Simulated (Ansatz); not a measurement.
Crystal: B2P.

```
CELL_PARAMETERS angstrom
1.51512 0.87475 3.92488
-1.51512 0.87475 3.92488
0.00000 -1.74950 3.92488
ATOMIC_POSITIONS crystal
B 0.42934 0.42934 0.42934
B 0.57066 0.57066 0.57066
P 0.00000 0.00000 0.00000
```

The cell was built by a generator and needn't be a form met in nature.

Base run:

| Quantity | Value |
| --- | --- |
| Program | Ansatz 0.2.0 |
| Functional | LDA |
| Potentials or basis | Ansatz PAW |
| Cutoff | 420 eV (not typed: the program's choice for these potentials) |
| k mesh | 10 × 10 × 10 |
| Occupations | fermi-dirac, width 0.05 eV |
| Spin | no spin polarisation |

Its results: band gap on the k mesh none (metal or under the smearing width); pressure -6.2 GPa; largest force 0.122 eV/Å.

Task: After a change of settings the same cell gave: band gap on the k mesh none (metal or under the smearing width); pressure 1.8 GPa; largest force 0.051 eV/Å. Which change was it?
A. functional from LDA to PBEsol
B. functional from LDA to BLYP
C. functional from LDA to PBE
D. functional from LDA to revPBE

Result: D.

revPBE binds less tightly than LDA, so the same cell stands under more pressure.

Caveats: the PAW data sets come from PBE, with cores solved anew for the run's functional, which leaves a small shift of forces and pressure.
